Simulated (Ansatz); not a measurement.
# InSiH4F (SMILES [F][InH][SiH3]) at PBE-QIDH/def2-SVP (core potential)

What is the electronic atomisation energy of InSiH4F at PBE-QIDH/def2-SVP (core potential)? 

The calculation is run with Ansatz 0.2.0.

56 further runs of the same task are left out: 56 set aside as unsound or not needed.

### 1 The molecule

The species is InSiH4F (7 atoms), meant as a singlet with charge 0. As SMILES, `[F][InH][SiH3]`. The coordinates come from a PBE0-D4/def2-TZVP relaxation.

Bond lengths: F1–In2 1.968 Å, In2–Si3 2.558 Å, In2–H4 1.714 Å, Si3–H5 1.486 Å, Si3–H6 1.486 Å, Si3–H7 1.487 Å. Angles: F1–In2–Si3 109.2°, F1–In2–H4 109.4°, Si3–In2–H4 141.4°, In2–Si3–H5 109.2°, In2–Si3–H6 109.1°, In2–Si3–H7 111.4°, H5–Si3–H6 109.2°, H5–Si3–H7 109.0°, H6–Si3–H7 109.0°.

### 2 The energy at PBE-QIDH/def2-SVP (core potential)

job.yaml

```yaml
crystal:
  periodic: [false, false, false]
  atoms:
    - {symbol: F, position_ang: [-0.196000, -2.340000, 1.298800]}
    - {symbol: In, position_ang: [-0.756000, -1.164900, -0.176800]}
    - {symbol: Si, position_ang: [0.528000, 1.043100, -0.028600]}
    - {symbol: H, position_ang: [-1.937800, -1.965900, -1.125300]}
    - {symbol: H, position_ang: [1.986000, 0.765900, -0.108800]}
    - {symbol: H, position_ang: [0.226000, 1.696000, 1.272200]}
    - {symbol: H, position_ang: [0.149800, 1.965800, -1.131400]}
basis:
  gaussian: {orbitals: def2-SVP}
hamiltonian: {xc: {name: PBE-QIDH}}
correlation: {frozen_orbitals: {F: 1, H: 0, In: 4, Si: 5}}
accuracy: high
output: {orbitals: {seedname: orbitals}}
```

Launch:

```sh
$ ansatz run job.yaml --threads 1 --pin off --max-ram 3480MiB --events-out events.jsonl --progress --plain --runs-dir runs
```

Output:

```text
Warning: RAYON_NUM_THREADS=1 ignored (pool sized by the plan → 1); use --threads N
Functional definition: PBE-QIDH
  name "PBE-QIDH"
  parameter a = 3^(-1/3)
  parameter c = 1/3
  exchange = (1 - a)*pbe_x + a*exact_x
  correlation = (1 - c)*pbe_c + c*(mp2_os + mp2_ss)
1767 factors; integrals over basis functions are off by at most 7.9e-9 eV
mean field evaluation 1: about -15805.4308 eV, gradient 3.5e1 eV
mean field evaluation 2: about -15805.4775 eV, gradient 3.5e1 eV
mean field evaluation 4: about -15807.9733 eV, gradient 1.5e0 eV
mean field evaluation 8: about -15807.9926 eV, gradient 1.9e-2 eV
mean field evaluation 16: about -15807.9926 eV, gradient 8.8e-6 eV
mean field -15807.99258484 eV, -580.9330124507 hartree, gradient 3.4e-8 eV, S^2 0.000000; 0 other end points of the search recorded, 0 dependent functions left out
10 core orbitals not correlated: weight in the atoms' cores, before any rotation towards them, 1.000 or more for the frozen orbitals, at most 0.000 for the correlated occupied ones
reference -15807.99258623 eV, -580.9330125019 hartree; 14, 14 occupied and 54, 54 virtual orbitals, 1767 factors
second order -11.75299466 eV of doubles, -0.00000000 eV of singles
Total energy: -15811.91025112 eV, -581.0769840309 hartree
```

It took 8.7 s on 1 thread of Arm Neoverse V2, shared host; peak memory 0.25 GiB.

### 3 The F atom at the same level

job.yaml

```yaml
crystal:
  periodic: [false, false, false]
  atoms:
    - {symbol: F, position_ang: [0.000000, 0.000000, 0.000000]}
basis:
  gaussian: {orbitals: def2-SVP}
hamiltonian: {xc: {name: PBE-QIDH}}
accuracy: high
correlation: {frozen_orbitals: {F: 1}}
magnetization: {spin_polarized: true, initial_magnetization: 1}
```

Launch:

```sh
$ ansatz run job.yaml --threads 1 --pin off --max-ram 3480MiB --events-out events.jsonl --progress --plain --runs-dir runs
```

Output, shortened:

```text
Warning: RAYON_NUM_THREADS=1 ignored (pool sized by the plan → 1); use --threads N
[... 2 set-up lines as earlier in the session ...]
[...]
95 factors; integrals over basis functions are off by at most 1.3e-9 eV
[...]
mean field -2706.66164821 eV, -99.4679809304 hartree, gradient 3.0e-9 eV, S^2 0.751713; 0 other end points of the search recorded, 0 dependent functions left out
1 core orbitals not correlated: weight in the atoms' cores, before any rotation towards them, 1.000 or more for the frozen orbitals, at most 0.000 for the correlated occupied ones
reference -2706.66164835 eV, -99.4679809357 hartree; 4, 3 occupied and 9, 10 virtual orbitals, 95 factors
second order -4.11596452 eV of doubles, -0.00000000 eV of singles
Total energy: -2708.03363652 eV, -99.5184005711 hartree
```

It took 0.3 s on 1 thread of Arm Neoverse V2, shared host.

### 4 The H atom at the same level

run.yaml

```yaml
crystal:
  periodic: [false, false, false]
  atoms:
    - symbol: H
      position_ang: [0.000000, 0.000000, 0.000000]
basis:
  gaussian: {orbitals: def2-SVP}
magnetization: {spin_polarized: true, initial_magnetization: 1}
correlation: {frozen_orbitals: {H: 0}}
accuracy: high
hamiltonian: {xc: {name: PBE-QIDH}}
```

Run the same way, it converges to -0.50124 Eh (log not shown).

### 5 The In atom at the same level

input.yaml

```yaml
crystal:
  periodic: [false, false, false]
  atoms:
    - {symbol: In, position_ang: [0.000000, 0.000000, 0.000000]}
basis:
  gaussian:
    orbitals: def2-SVP
correlation:
  frozen_orbitals: {In: 4}
accuracy: high
magnetization:
  spin_polarized: true
  initial_magnetization: 1
hamiltonian:
  xc: {name: PBE-QIDH}
```

Run the same way, it converges to -189.82674 Eh (log not shown).

### 6 The Si atom, same level

in.yaml

```yaml
crystal:
  periodic: [false, false, false]
  atoms:
    - symbol: Si
      position_ang: [0.000000, 0.000000, 0.000000]
basis:
  gaussian:
    orbitals: def2-SVP
magnetization:
  spin_polarized: true
  initial_magnetization: 2
hamiltonian:
  xc: {name: PBE-QIDH}
correlation:
  frozen_orbitals: {Si: 5}
accuracy: high
```

Run the same way, it converges to -289.05768 Eh (log not shown).

### 7 What came out

Level: PBE-QIDH/def2-SVP (core potential), 10 core orbitals frozen.

| quantity | value |
| --- | --- |
| molecule: total energy | -581.07698 Eh |
| molecule: HOMO energy (SCF part's orbitals) | -9.61 eV |
| molecule: LUMO energy (SCF part's orbitals) | -0.56 eV |
| molecule: HOMO–LUMO gap (SCF part's orbitals) | 9.05 eV |
| F atom: total energy | -99.51840 Eh |
| F atom: ⟨S²⟩ | 0.752 |
| H atom: total energy | -0.50124 Eh |
| H atom: ⟨S²⟩ | 0.750 |
| In atom: total energy | -189.82674 Eh |
| In atom: ⟨S²⟩ | 0.755 |
| Si atom: total energy | -289.05768 Eh |
| Si atom: ⟨S²⟩ | 2.006 |
| electronic atomisation energy | 18.210 eV |

In words: Taking the molecule apart into free atoms costs 18.21 eV (420 kcal/mol), before zero-point energy and without spin-orbit coupling.
